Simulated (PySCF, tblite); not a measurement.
# C5H10B2O: geometry, infrared bands and NMR shifts

Wanted: the infrared bands and NMR shifts of C5H10B2O (`BOB/C=C\CC=C`), by calculation.

Programs: tblite 0.8.0 and PySCF 2.14.0, with density-fitted response routines of our own. Each step states its level of theory. These are calculated values for one molecule in the gas phase, unless marked as measured. Atoms count from 0, in the outputs and in this text.

## 1. The starting structure

18 atoms, charge 0, multiplicity 1; geometry from: force field or distance geometry start.

Bonds of the start (Å): B0–O1 1.48, O1–B2 1.46, B2–C3 1.56, C3–C4 1.31, C4–C5 1.50, C5–C6 1.49, C6–C7 1.32, B0–H8 1.20, B0–H9 1.18, B2–H10 1.17, C3–H11 1.11, C4–H12 1.09, C5–H13 1.11, C5–H14 1.12, C6–H15 1.12, C7–H16 1.09, C7–H17 1.10.

## 2. Geometry optimisation with GFN2-xTB

The job: settings as JSON, then the geometry in Å.

```
{"job": {"kind": "relax", "xc": "GFN2-xTB", "basis": "xTB"}, "charge": 0, "multiplicity": 1}
B      3.010400     1.137200     0.020500
O      1.974000     0.259500     0.610000
B      1.871700    -0.992300    -0.140700
C      0.548700    -1.822200    -0.224400
C     -0.627300    -1.332800    -0.510400
C     -0.827000     0.116100    -0.829800
C     -1.785100     0.648400     0.174900
C     -2.952000     1.188800    -0.141800
H      2.602300     2.173500    -0.420200
H      3.824700     0.617600    -0.661900
H      2.819900    -1.397800    -0.701700
H      0.642100    -2.902000     0.005800
H     -1.485200    -2.010100    -0.529100
H     -1.296100     0.212400    -1.832400
H      0.143900     0.675400    -0.809900
H     -1.521500     0.590500     1.256900
H     -3.304900     1.284500    -1.170000
H     -3.647300     1.559500     0.627800
```

Command:

```sh
OMP_NUM_THREADS=1 python probes_run.py task.json out
```

One launch serves the whole session: the jobs run in the order shown.

**Question.** This job is followed by: GFN2-xTB harmonic vibrations, gas phase; GIAO PBE0/pcSseg-1 NMR shielding, non-relativistic, gas phase. Predict these results of the whole session: strongest single infrared mode (GFN2-xTB); zero-point energy (GFN2-xTB); 13C shifts against TMS (PBE0/pcSseg-1); 1H shifts against TMS (PBE0/pcSseg-1, means over atoms taken as alike); 11B shifts against BF3·OEt2 (PBE0/pcSseg-1); 17O shifts against H2O (PBE0/pcSseg-1); surface potential, 1st and 99th percentile.

**Answer**, as computed:

```
                                                              quantity                                               value
                             strongest single infrared mode (GFN2-xTB)                               1607 cm⁻¹, 289 km/mol
                                          zero-point energy (GFN2-xTB)                                       87.6 kcal/mol
                                13C shifts against TMS (PBE0/pcSseg-1)                165.0, 145.4, 133.9, 123.5, 43.0 ppm
1H shifts against TMS (PBE0/pcSseg-1, means over atoms taken as alike)  6.67, 6.12, 5.89, 5.63, 5.46, 5.45, 5.36, 3.33 ppm
                           11B shifts against BF3·OEt2 (PBE0/pcSseg-1)                                      40.9, 35.0 ppm
                                17O shifts against H2O (PBE0/pcSseg-1)                                           318.9 ppm
                                 surface potential, 1st and 99th percentile                                  -0.53 V and 1.10 V
```

Relaxing lowered the energy by 1.688 eV in 103 steps; the close pair that moved most is B0–O1, from 1.481 to 1.294 Å. The lowest mode is imaginary (28i cm⁻¹), so the xTB geometry is not a minimum. The strongest single mode, at 1607 cm⁻¹, moves mainly O1. Unscaled tight-binding wavenumbers are off by several per cent, some by more. Its intensities can rank the bands wrongly. At PBE0/pcSseg-1: The widest tensor belongs to O1: span 269 ppm, with a paramagnetic part of -372 ppm. At PBE0/pcSseg-1, counted by nearest atom on the grid, the HOMO lies on C3, C6, C7 about 20 % each; C4 14 %, the LUMO on B2 27 %; C4 23 %.
